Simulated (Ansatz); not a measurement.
# HfC (rocksalt type): the cost of one run

Method: DFT, PBE, all-electron LAPW, scalar-relativistic, in Ansatz 0.2.0.

## 1. The structure to begin with

It takes space group Fm-3m (No. 225, cubic). Conventional cell: a = 4.282 Å, b = 4.282 Å, c = 4.282 Å, α = 90.00°, β = 90.00°, γ = 90.00°. Around Hf (site symmetry m-3m) lie 6 C at 2.14 Å. C (site symmetry m-3m) has 6 Hf at 2.14 Å as nearest neighbours.

Structure file:

```xyz
2
Lattice="0.0000 2.1412 2.1412 2.1412 0.0000 2.1412 2.1412 2.1412 0.0000" Properties=species:S:1:pos:R:3 pbc="T T T"
Hf    0.0000    0.0000    0.0000
C     2.1412    2.1412    2.1412
```

Atoms are numbered in the order of the input: Hf1, C2.

## 2. Rocksalt relaxed under pressure, LAPW

Input file input.yaml:

```yaml
crystal:
  lattice:
    - [0.0, 2.1412155697, 2.1412155697]
    - [2.1412155697, 0.0, 2.1412155697]
    - [2.1412155697, 2.1412155697, 0.0]
  atoms:
    - { symbol: Hf, position: [0.0, 0.0, 0.0] }
    - { symbol: C, position: [0.5, 0.5, 0.5] }
kpoints:
  mp_grid: { grid: [17, 17, 17] }
scf:
  occupations: { method: fermi_dirac, width: 0.1 }
hamiltonian:
  xc: pbe
  pseudopotentials: { kind: all_electron, lapw: { basis_error: 0.0005 } }
output:
  forces: true
  stress: true
  eigenvalues: true
relax:
  f_tol: 0.005
  max_steps: 12
  cell: { p_target: 94.0, stress_tol: 0.047 }
```

Command:

```
ansatz run input.yaml --threads 1 --pin off --max-ram 3584MiB --backend cpu --events-out ev --progress --plain --runs-dir out
```

Q: Estimate wall time and peak memory on 1 thread of Arm Neoverse V1, shared host.

About 2.1 min, with a peak of 0.72 GiB.
